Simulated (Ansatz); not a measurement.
# LiMg5: the cost of one run

Program: Ansatz 0.2.0, driven from Python. Level of theory: DFT r2SCAN, plane waves, PAW. These are calculated values, not measurements.

## Step 1: The structure

The structure is hexagonal, space group P-62m (No. 189). Conventional cell: a = 5.473 Å, b = 5.473 Å, c = 5.070 Å, α = 90.00°, β = 90.00°, γ = 120.00°. Around Li (site symmetry -62m) lie 12 Mg at 3.11 to 3.16 Å. Mg (site symmetry m2m) is surrounded by 2 Li at 3.11 Å and 10 Mg at 3.11 to 3.18 Å. Mg (site symmetry -6) has 9 Mg at 3.13 to 3.16 Å and 3 Li at 3.16 Å as nearest neighbours.

No structure file is read: the coordinates are typed or built in the script.

## Step 2: The script

smear.py

```python
import ansatz as az
from tabulate import tabulate

KMESH = (5, 5, 5)
XC = "r2scan"

structure = (
    az.Lattice.from_parameters(5.472994, 5.472994, 5.069956, alpha=90.0, beta=90.0, gamma=120.0)
    .atom("Li", [0.0, 0.0, 0.5])
    .atom("Mg", [0.0, 0.671421, 0.0])
    .atom("Mg", [0.671421, 0.0, 0.0])
    .atom("Mg", [0.328579, 0.328579, 0.0])
    .atom("Mg", [2 / 3, 1 / 3, 0.5])
    .atom("Mg", [1 / 3, 2 / 3, 0.5])
)

calc = (
    structure.calculation()
    .kpoints(*KMESH)
    .functional(XC)
    .stress()
)

rows = []
for value in [0.3, 0.2, 0.1, 0.05]:
    report = calc.occupations("fermi_dirac", width=value).run(threads=1, pin="off").report
    rows.append((value, report["free_energy_ev"] / len(report["lattice"]["sites"]), report["n_iterations"], sum(report["stress_gpa"][i][i] for i in range(3)) / 3, report["n_kpoints"]))

print(tabulate(rows, headers=["width (eV)", "F/atom (eV)", "iterations", "P (GPa)", "k-points"], floatfmt=".4f", tablefmt="simple"))

for row in rows[:-1]:
    shift = 1000 * (row[1] - rows[-1][1])
    print(f"{row[0]}: {shift:+.2f} meV/atom" + ("  (within 2 meV)" if abs(shift) < 2 else ""))
```

## Step 3: What the engine is handed

The engine receives this input (first run):

```yaml
crystal:
  lattice:
    a: 5.472994
    b: 5.472994
    c: 5.069956
    alpha: 90.0
    beta: 90.0
    gamma: 120.0
  atoms:
    - { symbol: Li, position: [0.0, 0.0, 0.5] }
    - { symbol: Mg, position: [0.0, 0.671421, 0.0] }
    - { symbol: Mg, position: [0.671421, 0.0, 0.0] }
    - { symbol: Mg, position: [0.328579, 0.328579, 0.0] }
    - { symbol: Mg, position: [0.6666666666666666, 0.3333333333333333, 0.5] }
    - { symbol: Mg, position: [0.3333333333333333, 0.6666666666666666, 0.5] }
kpoints:
  mp_grid:
    grid: [5, 5, 5]
hamiltonian:
  xc: r2scan
scf:
  occupations:
    method: fermi_dirac
    width: 0.3
output:
  stress: true
```

## Step 4: Running it

On the command line:

```
$ python smear.py
```

What time and memory should one allow on 1 thread of Arm Neoverse N1, shared host?

About 96 s, with a peak of 0.64 GiB.
